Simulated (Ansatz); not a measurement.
# Ca4NF8: the cost of one run

Method: DFT PBE+D3(BJ), plane waves, PAW, scalar-relativistic, collinear spin, in Ansatz 0.2.0.

## (1) Starting point

The cell holds 13 atoms (Ca4F8N): a = 5.451 Å, b = 5.451 Å, c = 5.451 Å, α = 90.00°, β = 90.00°, γ = 90.00°.

As a file:

```xyz
13
Lattice="5.4509 0.0000 0.0000 0.0000 5.4509 0.0000 0.0000 0.0000 5.4509" Properties=species:S:1:pos:R:3 pbc="T T T"
Ca    2.7255    2.7255    2.7255
F     1.3627    1.3627    1.3627
F     4.0882    4.0882    4.0882
Ca    0.0000    0.0000    2.7255
F     4.0882    4.0882    1.3627
F     1.3627    1.3627    4.0882
Ca    0.0000    2.7255    0.0000
F     4.0882    1.3627    4.0882
F     1.3627    4.0882    1.3627
Ca    2.7255    0.0000    0.0000
F     1.3627    4.0882    4.0882
F     4.0882    1.3627    1.3627
N     2.6730    0.0123    3.3891
```

## (2) Relaxing end A

input.yaml

```yaml
crystal:
  lattice:
    - [5.45095, 0.0, 0.0]
    - [0.0, 5.45095, 0.0]
    - [0.0, 0.0, 5.45095]
  atoms:
    - { symbol: Ca, position: [0.5, 0.5, 0.5] }
    - { symbol: F, position: [0.25, 0.25, 0.25] }
    - { symbol: F, position: [0.75, 0.75, 0.75] }
    - { symbol: Ca, position: [0.0, 0.0, 0.5] }
    - { symbol: F, position: [0.75, 0.75, 0.25] }
    - { symbol: F, position: [0.25, 0.25, 0.75] }
    - { symbol: Ca, position: [0.0, 0.5, 0.0] }
    - { symbol: F, position: [0.75, 0.25, 0.75] }
    - { symbol: F, position: [0.25, 0.75, 0.25] }
    - { symbol: Ca, position: [0.5, 0.0, 0.0] }
    - { symbol: F, position: [0.25, 0.75, 0.75] }
    - { symbol: F, position: [0.75, 0.25, 0.25] }
    - { symbol: "N", position: [0.490367, 0.0022654, 0.6217413], spin: 1.0 }
magnetization:
  spin_polarized: true
basis:
  ecutwfc: 420.0
kpoints:
  mp_grid: { grid: [3, 3, 3] }
hamiltonian:
  xc: pbe
  dispersion: d3bj
scf:
  occupations: { method: gaussian, width: 0.05 }
  lower_state_search: "off"
relax:
  f_tol: 0.03
  max_steps: 60
  adjacent_minimum: "off"
```

Run with:

```
$ ansatz run input.yaml --threads 4 --pin off --max-ram 10240MiB --backend cpu --events-out ev --progress --plain --runs-dir out
```

What time and memory should one allow on 4 threads of Intel Xeon at 2.60GHz (Ice Lake), shared host?

About 24 s, with a peak of 0.67 GiB.
